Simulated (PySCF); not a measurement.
# MoO: from the state search to spectroscopic constants

One job finds the state of MoO, follows it along the bond with each method and fits the curves.

Method: Mo def2-TZVPPD with ECP28, O def2-TZVPPD, scalar-relativistic core potentials; program: PySCF 2.14.0.

**1. Input**

A driver script around PySCF takes these settings:

| Quantity | Value |
| --- | --- |
| atoms | Mo, O |
| charge | 0 |
| basis | Mo def2-TZVPPD with ECP28, O def2-TZVPPD |
| Hamiltonian | scalar-relativistic core potentials |
| basis functions | 96 |
| electrons treated | 22 |
| masses in u | 97.9054, 15.9949 |
| levels | PBE0, PBE, r²SCAN, r²SCAN0, B3LYP, r²SCANh, revPBE, BLYP, HSE06, HF, MP2, SCS-MP2, CCSD, CCSD(T) |
| grid | 80 radial by 434 angular points |
| occupations | held fixed by the projection of orbital angular momentum |
| dissociation limit | Mo + O, each in its ground configuration |
| starting distance in angstrom | 1.895 |
| values of 2S to try | 0, 2, 4, 6, 8, 10 |

Started as:

```sh
$ OMP_NUM_THREADS=2 python dia.py task.json out
```

The runs that follow: The PBE0 curve of the state that the search chose; Other states along the same grid; PBE (GGA); r²SCAN; r²SCAN0 (hybrid meta-GGA); B3LYP (global hybrid GGA); r²SCANh (hybrid meta-GGA); revPBE (GGA); BLYP; HSE06 (range-separated hybrid); ROHF (mean field); Correlated methods on the Hartree–Fock reference.

**Question.** What will these runs give? Wanted: for each run, Re; ωe; De; μ.

As calculated:

Lowest PBE0 solution found, without spin–orbit coupling: ⁵Π (quintet), unpaired electrons σ ↑, π ↑, δ ↑↑. State 2 has its PBE0 minimum 0.54 eV higher. State 3 has its PBE0 minimum 0.56 eV higher. State 4 has its PBE0 minimum 0.97 eV higher, as a spin-mixed determinant (⟨S²⟩ = 3.03), so this is no gap between pure states. The other levels ran on the lowest alone.

| level | Re (Å) | ωe (cm⁻¹) | De (eV) | μ (D) |
| --- | --- | --- | --- | --- |
| ROHF | 1.664 | 1045 | 0.81 | -4.17 |
| ROHF-MP2 | 1.697 | 955 | 5.78 | n/a |
| ROHF-SCS-MP2 | 1.699 | 955 | 5.80 | n/a |
| ROHF-CCSD | 1.689 | 973 | 4.57 | n/a |
| ROHF-CCSD(T) | 1.707 | 924 | 5.20 | n/a |
| PBE | 1.700 | 942 | 6.11 | -2.96 |
| revPBE | 1.705 | 931 | 5.77 | -2.97 |
| BLYP | 1.715 | 921 | 6.19 | -3.11 |
| r²SCAN | 1.695 | 953 | 5.41 | -3.18 |
| r²SCANh | 1.690 | 961 | 5.08 | -3.30 |
| B3LYP | 1.696 | 959 | 5.49 | -3.38 |
| PBE0 | 1.682 | 975 | 5.11 | -3.30 |
| r²SCAN0 | 1.682 | 967 | 4.60 | -3.47 |
| HSE06 | 1.685 | 970 | 5.10 | -3.30 |

De is counted to Mo + O in their ground configurations. A positive dipole means Mo(−)O(+).

What this shows: Bond lengths run from 1.664 Å (ROHF) to 1.715 Å (BLYP). Among the levels with a De in the table, it runs from 0.81 eV (ROHF) to 6.19 eV (BLYP).

Correlated steps freeze 1 core orbital. The state is the lowest single determinant that the PBE0 search found; with open d or f shells the true ground state can be another one. T1 is 0.037 near the minimum (highest on the curve 0.073), which may point to more than one leading configuration. Spin–orbit coupling is left out.
